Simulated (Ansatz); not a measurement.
# VB4Os (P-6m2) in Ansatz: reference runs, part 2 of 2

Ansatz 0.2.0.

### Step 3. Single point, PBE, collinear spin, ferromagnetic start (atoms moved at random, drawn with an rms of 0.05 Å)

File input.yaml:

```yaml
crystal:
  lattice:
    - [2.8774873876, 0.0, 0.0]
    - [-1.4387436938, 2.4919771768, 0.0]
    - [0.0, 0.0, 7.453705]
  atoms:
    - { symbol: Os, position: [0.335165, 0.670952, 0.494384], spin: 1.0 }
    - { symbol: V, position: [0.015143, 0.009399, -0.001718], spin: 2.0 }
    - { symbol: B, position: [-0.009992, -0.015697, 0.284605] }
    - { symbol: B, position: [0.349938, 0.674751, 0.197409] }
    - { symbol: B, position: [0.310256, 0.651284, 0.78823] }
    - { symbol: B, position: [0.00707, 0.010541, 0.702625] }
hamiltonian:
  xc: pbe
  pseudopotentials: { kind: paw }
magnetization:
  spin_polarized: true
kpoints:
  mp_grid: { grid: [11, 11, 4] }
scf:
  occupations: { method: fermi_dirac, width: 0.05 }
output:
  forces: true
  stress: true
  eigenvalues: true
```

Potentials or basis: Ansatz PAW.

On the command line:

```sh
$ ansatz run input.yaml --threads 2 --pin off --max-ram 5120MiB --backend cpu --events-out ev --progress --plain --runs-dir out
```

The program printed:

```text
Warning: RAYON_NUM_THREADS=2 ignored (pool sized by the plan → 2); use --threads N
Engine: ansatz 0.2.0, aarch64-unknown-linux-gnu
Pseudopotentials: kind: paw
Pseudopotential: Os, paw, valence charge 16, recommended cutoff 420 eV (normal), Os.paw.azcp
Pseudopotential: V, paw, valence charge 13, recommended cutoff 420 eV (normal), V.paw.azcp
Pseudopotential: B, paw, valence charge 3, recommended cutoff 420 eV (normal), B.paw.azcp
Functional definition: PBE
  parameter kappa = 0.804
  parameter beta = 0.06672455060314922
  exchange = pbe_x(kappa = kappa, mu = beta*pi^2/3)
  correlation = pbe_c(beta = beta)
Crystal: 6 atoms, lattice volume = 53.448 Å³
Basis set: ecut = 420 eV, 1045 PW (Γ), exchange–correlation on 40×40×100 points (8 copies of the dense FFT grid, shifted against one another)
Bands: 28, of which v1, the nominal top of the filled ones, is band 21 counted from 1 (20 counted from 0)
Symmetry: 1 space group operations
Space group: P1 (ITA 1), of the structure as read, at distance tolerance 3.8e-5 Å
Magnetic group: BNS 1.1 (UNI 1), of the structure as read, at distance tolerance 3.8e-5 Å
k-points: 243 of 484 (time reversal used)
Non-local potential: Os, projectors of the file, l = 0: 3, l = 1: 2, l = 2: 2, l = 3: 1
Non-local potential: V, projectors of the file, l = 0: 3, l = 1: 2, l = 2: 3, l = 3: 1
Non-local potential: B, projectors of the file, l = 0: 2, l = 1: 2, l = 2: 1
PAW form: soft (Blöchl's): semilocal exchange-correlation on the pseudo side does not see the compensation charge
PAW one-centre angular grid: Os, 590 points (default); XC on 64 Gauss nodes
PAW one-centre angular grid: V, 590 points (default); XC on 64 Gauss nodes
PAW one-centre angular grid: B, 110 points (default); XC on 64 Gauss nodes
Initial density: superposition of atomic densities (chi_scale 0.1, normalization cell)
Starting moments: Σ|m| = 3 μB on 2 of 6 sites
Initial wavefunctions: pseudopotential atomic-orbital guess
Functional: x = pbe(κ = 0.804, μ = 0.2195149727645171), c = pbe(β = 0.06672455060314922)
SCF iter   1: F=—  HF=-14928.207448 eV  |F-HF|=—  |Δ(HF+E_count)|=         —  Δρ=1.25e-1 (↑1.25e-1 ↓6.01e-2)  dr2=2.12e1  dr2_m=2.36e0  M=0.271 μB ∫|m|=0.419 μB  β_m=0.30  ethr=3.10e-3  ⟨swp⟩=6.0  Hψ=53206  notcnv=0
Mixer restart at iter 1: flushing history
preconditioner: auto → Kerker (q_TF=auto, 2.610 Å⁻¹)  [metal: Δε(μ)=0.004 eV  Ē_g=9.064 eV  σ=0.050 eV  W_gap=0.02  n_scr=12 (ndim 8)  ℏωp=25.4 eV  f_vac=0.000  D(μ)=1.89/eV (n_scr^D=12)]
spin=Collinear: Kerker preconditioning applied to the charge; magnetization (m = ρ↑ − ρ↓) channel mixes plain (no charge-response kernel on spin).
SCF iter   2: F=—  HF=-14924.078228 eV  |F-HF|=—  |Δ(HF+E_count)|=    4.13e0  Δρ=7.76e-2 (↑7.76e-2 ↓4.83e-2)  dr2=9.70e0  dr2_m=1.22e0  M=0.192 μB ∫|m|=0.328 μB  β_m=0.54  ethr=3.10e-3  ⟨swp⟩=2.6  Hψ=28455  notcnv=0  defer=837
SCF iter   3: F=—  HF=-14921.968680 eV  |F-HF|=—  |Δ(HF+E_count)|=    2.11e0  Δρ=2.34e-2 (↑1.04e-2 ↓2.34e-2)  dr2=1.46e0  dr2_m=7.23e-2  M=0.057 μB ∫|m|=0.131 μB  β_m=0.75  ethr=3.10e-3  ⟨swp⟩=2.9  Hψ=26496  notcnv=0  defer=852
SCF iter   4: F=—  HF=-14922.319139 eV  |F-HF|=—  |Δ(HF+E_count)|=   3.50e-1  Δρ=5.51e-3 (↑4.54e-3 ↓5.51e-3)  dr2=1.11e-1  dr2_m=2.51e-3  M=0.012 μB ∫|m|=0.035 μB  β_m=0.87  ethr=3.10e-3  ⟨swp⟩=2.3  Hψ=21308  notcnv=0  defer=887
SCF iter   5: F=—  HF=-14922.350693 eV  |F-HF|=—  |Δ(HF+E_count)|=   3.16e-2  Δρ=3.44e-3 (↑3.44e-3 ↓2.94e-3)  dr2=4.14e-2  dr2_m=4.44e-5  M=0.002 μB ∫|m|=0.007 μB  β_m=0.94  ethr=2.70e-4  ⟨swp⟩=2.1  Hψ=21836  notcnv=0  defer=890
SCF iter   6: F=—  HF=-14922.355428 eV  |F-HF|=—  |Δ(HF+E_count)|=   4.73e-3  Δρ=7.53e-4 (↑7.53e-4 ↓7.20e-4)  dr2=3.79e-3  dr2_m=3.12e-5  M=0.001 μB ∫|m|=0.004 μB  β_m=0.97  ethr=1.01e-4  ⟨swp⟩=2.1  Hψ=18888  notcnv=0  defer=890
SCF iter   7: F=—  HF=-14922.354974 eV  |F-HF|=—  |Δ(HF+E_count)|=   4.54e-4  Δρ=3.77e-4 (↑3.10e-4 ↓3.77e-4)  dr2=4.37e-4  dr2_m=1.41e-6  M=0.000 μB ∫|m|=0.002 μB  β_m=0.98  ethr=9.25e-6  ⟨swp⟩=1.0  Hψ=15994  notcnv=0  defer=889
SCF iter   8: F=—  HF=-14922.355142 eV  |F-HF|=—  |Δ(HF+E_count)|=   1.68e-4  Δρ=1.75e-4 (↑1.70e-4 ↓1.75e-4)  dr2=1.64e-4  dr2_m=1.24e-6  M=0.000 μB ∫|m|=0.001 μB  β_m=0.99  ethr=1.07e-6  ⟨swp⟩=1.7  Hψ=14136  notcnv=0  defer=889
SCF iter   9: F=—  HF=-14922.355137 eV  |F-HF|=—  |Δ(HF+E_count)|=   5.47e-6  Δρ=4.59e-5 (↑2.54e-5 ↓4.59e-5)  dr2=4.13e-6  dr2_m=9.67e-8  M=0.000 μB ∫|m|=0.000 μB  β_m=0.96  ethr=3.99e-7  ⟨swp⟩=2.4  Hψ=19115  notcnv=0  defer=889
SCF iter  10: F=—  HF=-14922.355137 eV  |F-HF|=—  |Δ(HF+E_count)|=   2.87e-8  Δρ=7.61e-6 (↑7.55e-6 ↓7.61e-6)  dr2=2.44e-7  dr2_m=6.41e-10  M=0.000 μB ∫|m|=0.000 μB  β_m=0.97  ethr=1.01e-8  ⟨swp⟩=2.7  Hψ=21860  notcnv=0  defer=889
SCF iter  11: F=—  HF=-14922.355137 eV  |F-HF|=—  |Δ(HF+E_count)|=   1.06e-8  Δρ=3.77e-6 (↑3.77e-6 ↓3.77e-6)  dr2=4.49e-8  dr2_m=1.49e-11  M=0.000 μB ∫|m|=0.000 μB  β_m=0.90  ethr=5.95e-10  ⟨swp⟩=2.1  Hψ=20452  notcnv=0  defer=889
SCF iter  12: F=-14922.355137 eV  HF=-14922.355137 eV  |F-HF|=2.08e-8  |Δ(HF+E_count)|=   3.21e-9  Δρ=1.67e-6 (↑1.59e-6 ↓1.67e-6)  dr2=2.16e-8  dr2_m=1.72e-12  M=0.000 μB ∫|m|=0.000 μB  ethr=1.10e-10  ⟨swp⟩=8.6  Hψ=52876  notcnv=0
SCF 1 converged in 12 iterations: F = -14922.355137 eV  dr2 = 2.16e-8
WARN: the starting moments were not kept: the SCF closed with an absolute magnetisation of 2.1e-6 μB, where they sum to 3 μB in size (2 sites). That is at most 0.1 of that sum. Measured as dr2_m measures the in/out step, that magnetisation stands 8.2e-13 eV from none, at or under the dr2_threshold of 1.0e-7 eV: it is no larger than a step whose dr2_m would equal this threshold. The system may hold no moment; this SCF shows only that its start led to no more than that. To try another start: raise the starting moments (crystal.atoms[].spin, magnetization.per_species, magnetization.initial_magnetization, or on a non-collinear deck that types none of these the spinor_matrix: blocks that start its atoms; where the total moment is fixed, keep their sum and leave initial_magnetization as it is; typed ones take the place of any that the run laid by itself, positive ones on a crystal's lanthanoids without a Hubbard term where scf.initial_density.shell_occupations: [] is typed) or, if the notice of its spin-set hold's release reads "site moments contracting" or "site moments show no strong build", lengthen the hold (scf.mixing.spin_hold: { on: { confirm: 4 } }; for m-r²SCAN on two components see the key's manual first). Each may lead to a state that holds a moment. A second SCF, from the converged charge density, with the starting moments and any scf.initial_density.shell_occupations laid on it anew, would have followed, and was not run: the deck does not ask for one (magnetization.retry_lost_moments is false, the default). To let it run, set magnetization.retry_lost_moments: true and run the deck again, where that key's refused combinations let it; where memory then withholds it, that run's warning says so.
SCF converged after 12 iterations
Magnetization: 0.0000 μB (20.5000 up, 20.5000 down)
Absolute magnetization: 0.0000 μB (∫|ρ↑−ρ↓|, with the PAW one-centre terms)
Spin contamination: 0.0000 ħ² per cell (⟨S²⟩ above its minimum at these occupations)
Per-site moments (μB) at R_I (Å): [(3.9893754666258754e-7, 0.9038778883055049), (-6.598699323680351e-7, 0.880848566350308), (5.4665724311504075e-8, 0.7105874013365997), (2.286025631592188e-7, 0.7105874013365997), (1.5723536924342564e-8, 0.7095826546533751), (4.6260247108192764e-8, 0.7095826546533751)]
Free energy (F): -14922.355137 eV
Harris-Foulkes:  -14922.355137 eV  (|F-HF|=2.08e-8)
Internal energy: -14922.340004 eV  (E = F + TS)
E sigma→0 (E₀):  -14922.347570 eV
Entropy (-TS):   -0.015133 eV (-2.522 meV/atom)
Fermi energy:    16.187459 eV
--- Per-component energies (eV) ---
  E_band       = -264.160640
  E_kinetic    = 1096.480848
  E_local      = -2378.518966  (includes V_loc(G=0)·N_el)
  E_nonlocal   = -3.651245
  E_hartree    = 1021.932072
  E_xc         = -528.059554
  E_vxc        = -605.242227  (∫ρ·V_xc dr)
  E_paw        = -10438.372117  (= ΣΔE_a)
  E_vpaw       = -417.092093  (= ΣTr[D̂ρ^β])
  E_aug_tail   = 0.000198  (compensation charges beyond the density's cutoff)
  E_ewald      = -3692.151240
  E_smearing   = -0.015133  (= −TS)
  E_closure    = 0.000000  (closes the sum)
  Σ components = -14922.355137   (vs F -14922.355137, Δ=0.00e0)
--- Forces (eV/Å), atoms counted from 1 ---
  atom   1  Os     0.01464832    -0.20892166     0.05135943
  atom   2  V     -0.24561649    -0.25817125    -0.67815071
  atom   3  B      0.47831419     0.69300180     0.17356812
  atom   4  B     -0.43940927    -0.36528887     0.01237652
  atom   5  B      0.40214860     0.69546210     0.50067507
  atom   6  B     -0.21008550    -0.55608315    -0.05981815
  max |Σ_I F_I| component: 1.03e-5 eV/Å
--- Stress (GPa, compression-positive) ---
       -0.052661      -0.053642       0.980257
       -0.053642       0.429385       1.140798
        0.980257       1.140798       0.440756
  P = ⅓ Tr σ = 0.2725 GPa (2.725 kbar)
--- Band table (eV; the first three rows and the last of 486) ---
  k-point 0 ↑: bands = ["-70.7098", "-47.5732", "-30.3111", "-29.8918", "-29.8867", "-21.4441", "-21.2600", "-21.2420", "2.3445", "4.2600", "7.0759", "10.2384", "12.6438", "12.7416", "12.7715", "13.8363", "13.9099", "14.0214", "15.9390", "16.0254", "16.8606", "17.0172", "18.4440", "18.6369", "20.5007", "20.6535", "21.0663", "21.3654"]
  k-point 1 ↑: bands = ["-70.7098", "-47.5732", "-30.3111", "-29.8918", "-29.8867", "-21.4441", "-21.2600", "-21.2420", "2.4642", "3.9456", "7.4684", "10.1574", "12.3515", "12.7110", "12.7385", "13.8562", "13.9287", "14.1937", "16.0266", "16.0792", "16.6301", "16.7915", "18.7779", "18.9476", "20.2526", "20.4048", "20.9480", "21.5847"]
  k-point 2 ↑: bands = ["-70.7098", "-47.5732", "-30.3112", "-29.8918", "-29.8867", "-21.4441", "-21.2600", "-21.2420", "2.6329", "3.6171", "7.8720", "10.0323", "12.0640", "12.6994", "12.7320", "13.8727", "13.9517", "14.3140", "16.1940", "16.2484", "16.3145", "16.5111", "19.1940", "19.4550", "19.7912", "20.0395", "20.8895", "21.7384"]
  k-point 242 ↓: bands = ["-70.6825", "-47.5244", "-30.3014", "-30.2451", "-30.0119", "-21.5817", "-21.3835", "-21.3357", "5.6568", "6.3454", "8.7928", "9.0130", "9.9760", "11.5036", "11.9263", "12.5537", "13.3286", "13.8082", "14.1275", "15.3994", "16.4990", "17.2230", "18.1900", "18.8957", "19.5121", "19.9431", "21.5535", "22.5353"]
```

Run time: 52 s. Hardware: 2 threads of Arm Neoverse V1, shared host; peak memory 0.78 GiB.

What came out:

| Property | Result |
| --- | --- |
| Free energy | -14922.3551 eV |
| Pressure | 0.3 GPa |
| Largest force | 0.947 eV/Å |
| Band gap on the k mesh | none (metal or under the smearing width) |
| Net moment | 0.00 μB per cell |
| Absolute moment | 0.00 μB per cell |

Forces on the atoms (eV/Å):
```
Os   0.015 -0.209  0.051
V   -0.246 -0.258 -0.678
B    0.478  0.693  0.174
B   -0.439 -0.365  0.012
B    0.402  0.695  0.501
B   -0.210 -0.556 -0.060
```

Levels at points of the mesh, in eV from the Fermi level:
Spin up:
```
            k point  band 19  band 20  band 21  band 22  band 23  band 24
 (0.00, 0.00, 0.00)    -0.25    -0.16     0.67     0.83     2.26     2.45
(0.00, 0.00, -0.50)     0.01     0.06     0.13     0.32     3.01     3.27
```
Spin down:
```csv
k point,band 17,band 18,band 19,band 20,band 21,band 22,band 23,band 24,band 25,band 26
"(0.00, 0.00, 0.00)",-2.28,-2.17,-0.25,-0.16,0.67,0.83,2.26,2.45,4.31,4.47
"(0.00, 0.00, -0.50)",-2.24,-1.87,0.01,0.06,0.13,0.32,3.01,3.27,3.60,3.85
```

Caveat: the starting moments weren't kept.
